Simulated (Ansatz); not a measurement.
# Mg3Si2N: the cost of one run

Method: DFT PBE, scalar-relativistic, plane waves, PAW, in Ansatz 0.2.0.

2 further runs of the same task are left out: 1 that didn't finish, 1 set aside as unsound or not needed.

### 1 The structure to begin with

It takes space group P-4m2 (No. 115, tetragonal). The conventional cell has a = 3.387 Å, b = 3.387 Å, c = 7.422 Å, α = 90.00°, β = 90.00°, γ = 90.00°. Mg (site symmetry -4m2) has 4 N at 2.39 Å and 4 Si at 2.60 Å as nearest neighbours. Mg (site symmetry 2mm) has 5 Si at 2.54 to 2.61 Å as nearest neighbours. Si (site symmetry 2mm) is surrounded by 7 Mg at 2.54 to 2.61 Å and 2 N at 2.60 Å. Around N (site symmetry -4m2) lie 4 Mg at 2.39 Å.

As a file:

```
Mg Si N
1.0
     3.38661    0.00000    0.00000
     0.00000    3.38661    0.00000
     0.00000    0.00000    7.42219
Mg Si N
3 2 1
Direct
  0.50000 0.50000 0.00000
  0.00000 0.50000 0.38200
  0.50000 0.00000 0.61800
  0.00000 0.50000 0.73400
  0.50000 0.00000 0.26600
  0.00000 0.00000 0.00000
```

A structure generator made this guess: species swapped into a database cell of Hf2CuSb3 (P-4m2, No. 115), with Si on the Hf sites, N on the Cu sites and Mg on the Sb sites. Lengths come from tabulated atomic sizes and are only a guess.

### 2 The guess as it stands, on a coarse mesh

Contents of input.yaml:

```yaml
crystal:
  lattice:
    - [3.38660727, 0.0, 0.0]
    - [0.0, 3.38660727, 0.0]
    - [0.0, 0.0, 7.42219304]
  atoms:
    - { symbol: Mg, position: [0.5, 0.5, 0.0] }
    - { symbol: Mg, position: [0.0, 0.5, 0.382] }
    - { symbol: Mg, position: [0.5, 0.0, 0.618] }
    - { symbol: Si, position: [0.0, 0.5, 0.73400003] }
    - { symbol: Si, position: [0.5, 0.0, 0.26599997] }
    - { symbol: "N", position: [0.0, 0.0, 0.0] }
basis:
  ecutwfc: 420
kpoints:
  mp_grid: { grid: [6, 6, 4] }
hamiltonian:
  xc: pbe
scf:
  occupations: { method: gaussian, width: 0.1 }
  lower_state_search: "off"
output:
  forces: true
  stress: true
  eigenvalues: true
```

On the command line:

```sh
$ ansatz run input.yaml --threads 1 --pin off --max-ram 2560MiB --backend cpu --events-out ev --progress --plain --runs-dir out
```

What time and memory should one allow on 1 thread of Intel Xeon at 2.50GHz (Skylake/Cascade Lake), shared host?

About 8.5 s, with a peak of 0.35 GiB.
